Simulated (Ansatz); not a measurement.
This script drives Ansatz 0.2.0, Python API.

Script `opt_ch9albnsi.py`:
```python
"""Geometry optimisation of CH9AlBNSi."""

import itertools
import warnings

import ansatz as az
from ase.data import atomic_numbers, covalent_radii
import numpy as np

BASIS = "def2-SVP"
FUNCTIONAL = "PBE0"
VDW = "d4"

warnings.simplefilter("ignore", az.DeckWarning)

geometry = (
    az.Crystal.molecule()
    .atom("N", [-0.8146, -0.352, 1.3386])
    .atom("C", [0.2411, 0.0332, 0.4362])
    .atom("Si", [1.6143, -1.1901, 0.6491])
    .atom("B", [-0.1651, 0.0245, -1.09])
    .atom("Al", [-1.5501, 1.438, -1.8193])
    .atom("H", [-0.5157, -0.2556, 2.3116])
    .atom("H", [-1.5622, 0.4458, 1.2642])
    .atom("H", [0.6661, 1.0684, 0.6733])
    .atom("H", [1.1752, -2.5297, 0.3884])
    .atom("H", [2.7609, -0.8377, -0.2094])
    .atom("H", [2.1033, -1.1502, 2.0779])
    .atom("H", [0.2259, -0.7521, -1.8446])
    .atom("H", [-2.0266, 1.468, -3.3565])
    .atom("H", [-2.1654, 2.5602, -0.7906])
)

model = geometry.calculation().basis(gaussian=BASIS).functional(FUNCTIONAL, dispersion=VDW)
symbols = [site.symbol for site in geometry.cartesian_sites]
start = np.array([site.position_ang for site in geometry.cartesian_sites], dtype=float)
def progress(event):
    if event["event"] == "relax_step":
        row = event["data"]
        print(f"step {row['step']:3d}  E = {row['lagrangian_ev']:.6f} eV  largest force component {row['allowed_force_max_ev_ang']:.4f} eV/A")


data = model.relax(force_tolerance=0.005, max_steps=100).session().plan().execute(on_event=progress).report
end = np.array(data["positions_ang"])

print("reference energy %16.6f eV" % data["reference_energy_ev"])
print("total energy     %16.6f eV" % data["free_energy_ev"])
print("occupied orbitals outside the frozen core (up, down):", data["n_occupied"], " frozen:", data["n_frozen"], " virtual:", data["n_virtual"])

# pairs closer than 1.2 times the sum of covalent radii, before or after
radius = [covalent_radii[atomic_numbers[s]] for s in symbols]
span = lambda where, i, j: np.linalg.norm(where[i] - where[j])
bonded = [(i, j) for i, j in itertools.combinations(range(len(symbols)), 2) if min(span(start, i, j), span(end, i, j)) < 1.2 * (radius[i] + radius[j])]
print("pair        before    after (A)")
for i, j in bonded:
    print(f"{symbols[i]}{i}-{symbols[j]}{j}".ljust(10), f"{span(start, i, j):8.4f} {span(end, i, j):8.4f}")
for first, second in list(itertools.combinations(bonded, 2)):
    shared = set(first) & set(second)
    if shared and symbols[(j := shared.pop())] != "H":
        i, k = sorted((set(first) | set(second)) - {j})
        u, v = end[i] - end[j], end[k] - end[j]
        angle = np.degrees(np.arccos(np.clip(u @ v / np.linalg.norm(u) / np.linalg.norm(v), -1, 1)))
        print(f"final angle {symbols[i]}{i}-{symbols[j]}{j}-{symbols[k]}{k}: {angle:.2f} deg")
with open("ch9albnsi_opt.xyz", "w") as handle:
    handle.write(f"{len(symbols)}\nrelaxed CH9AlBNSi\n")
    handle.writelines(f"{s:2s} {x:11.6f} {y:11.6f} {z:11.6f}\n" for s, (x, y, z) in zip(symbols, end))
```

It is started by `python opt_ch9albnsi.py`. Estimate its wall time and peak memory on 1 thread of Arm Neoverse V1, with other jobs on the host.

It took about 5.8 min, with a peak of 0.37 GiB, for 1 run of the engine.

```console
$ python opt_ch9albnsi.py
step   1  E = -17804.465432 eV  largest force component 2.7987 eV/A
step   2  E = -17804.837679 eV  largest force component 0.9038 eV/A
step   3  E = -17804.903970 eV  largest force component 0.6345 eV/A
step   4  E = -17804.952081 eV  largest force component 0.8063 eV/A
step   5  E = -17805.041142 eV  largest force component 0.6595 eV/A
step   6  E = -17805.143256 eV  largest force component 0.4350 eV/A
step   7  E = -17805.221726 eV  largest force component 0.3722 eV/A
step   8  E = -17805.255956 eV  largest force component 0.5627 eV/A
step   9  E = -17805.270174 eV  largest force component 0.2567 eV/A
step  10  E = -17805.271457 eV  largest force component 0.2093 eV/A
step  11  E = -17805.269047 eV  largest force component 0.6021 eV/A
step  12  E = -17805.282983 eV  largest force component 0.0689 eV/A
step  13  E = -17805.288197 eV  largest force component 0.1119 eV/A
step  14  E = -17805.295919 eV  largest force component 0.1674 eV/A
step  15  E = -17805.307027 eV  largest force component 0.2920 eV/A
step  16  E = -17805.317202 eV  largest force component 0.4367 eV/A
step  17  E = -17805.338217 eV  largest force component 0.4358 eV/A
step  18  E = -17805.379779 eV  largest force component 0.5965 eV/A
step  19  E = -17805.397739 eV  largest force component 1.0276 eV/A
step  20  E = -17805.471137 eV  largest force component 0.9701 eV/A
step  21  E = -17805.563841 eV  largest force component 0.7749 eV/A
step  22  E = -17805.690523 eV  largest force component 0.6787 eV/A
step  23  E = -17805.848072 eV  largest force component 0.6480 eV/A
step  24  E = -17805.999932 eV  largest force component 0.6031 eV/A
step  25  E = -17806.066894 eV  largest force component 0.4710 eV/A
step  26  E = -17806.090315 eV  largest force component 0.2328 eV/A
step  27  E = -17806.099255 eV  largest force component 0.2895 eV/A
step  28  E = -17806.116706 eV  largest force component 0.0979 eV/A
step  29  E = -17806.127173 eV  largest force component 0.1918 eV/A
step  30  E = -17806.131558 eV  largest force component 0.3054 eV/A
step  31  E = -17806.137653 eV  largest force component 0.1642 eV/A
step  32  E = -17806.142124 eV  largest force component 0.0650 eV/A
step  33  E = -17806.146615 eV  largest force component 0.0501 eV/A
step  34  E = -17806.148373 eV  largest force component 0.1086 eV/A
step  35  E = -17806.149696 eV  largest force component 0.0372 eV/A
step  36  E = -17806.150370 eV  largest force component 0.0431 eV/A
step  37  E = -17806.150697 eV  largest force component 0.0332 eV/A
step  38  E = -17806.150948 eV  largest force component 0.0132 eV/A
step  39  E = -17806.150982 eV  largest force component 0.0062 eV/A
step  40  E = -17806.150995 eV  largest force component 0.0032 eV/A
reference energy    -17805.847912 eV
total energy        -17806.151029 eV
occupied orbitals outside the frozen core (up, down): [27, 27]  frozen: 0  virtual: [96, 96]
pair        before    after (A)
N0-C1        1.4413   1.4892
N0-Al4       3.7037   2.1261
N0-H5        1.0224   1.0216
N0-H6        1.0959   1.0212
C1-Si2       1.8513   1.9304
C1-B3        1.5794   1.5599
C1-H7        1.1439   1.1050
Si2-H8       1.4336   1.4941
Si2-H9       1.4751   1.4893
Si2-H10      1.5107   1.4946
B3-Al4       2.1090   2.1447
B3-H11       1.1513   1.2097
Al4-H12      1.6096   1.6076
Al4-H13      1.6420   1.6059
final angle C1-N0-Al4: 91.28 deg
final angle C1-N0-H5: 114.97 deg
final angle C1-N0-H6: 110.31 deg
final angle N0-C1-Si2: 112.93 deg
final angle N0-C1-B3: 107.62 deg
final angle N0-C1-H7: 113.79 deg
final angle Al4-N0-H5: 124.24 deg
final angle Al4-N0-H6: 108.41 deg
final angle N0-Al4-B3: 70.38 deg
final angle N0-Al4-H12: 104.67 deg
final angle N0-Al4-H13: 104.82 deg
final angle H5-N0-H6: 106.68 deg
final angle Si2-C1-B3: 91.16 deg
final angle Si2-C1-H7: 105.28 deg
final angle C1-Si2-H8: 110.27 deg
final angle C1-Si2-H9: 107.81 deg
final angle C1-Si2-H10: 108.35 deg
final angle B3-C1-H7: 123.75 deg
final angle C1-B3-Al4: 88.69 deg
final angle C1-B3-H11: 121.48 deg
final angle H8-Si2-H9: 110.20 deg
final angle H8-Si2-H10: 108.88 deg
final angle H9-Si2-H10: 111.31 deg
final angle Al4-B3-H11: 149.73 deg
final angle B3-Al4-H12: 119.17 deg
final angle B3-Al4-H13: 121.71 deg
final angle H12-Al4-H13: 118.07 deg
```

It writes `ch9albnsi_opt.xyz`:
```text
14
relaxed CH9AlBNSi
N    -0.789648    0.627053    0.957009
C     0.602298    0.506703    0.441493
Si    1.158316   -1.325756    0.197976
B     0.555464    0.730892   -1.101480
Al   -1.578797    0.537542   -1.015216
H    -1.031251   -0.027649    1.703136
H    -0.950865    1.565275    1.326654
H     1.363487    0.956367    1.104348
H     1.016542   -1.723628   -1.235140
H     2.582063   -1.430011    0.622178
H     0.277801   -2.199339    1.031927
H     1.566991    0.864377   -1.751472
H    -2.238060   -0.924627   -1.124008
H    -2.547240    1.813503   -1.128505
```

Reading the output:
- Total energies depend on the basis set; only differences at equal settings carry meaning.
- The end point is the stationary point reached from this start; no frequency run checks that it is a minimum, and the basis set is modest.
- Total less reference energy is the dispersion correction.
- The bonding changed during the relaxation, so the end is another isomer than the start names.
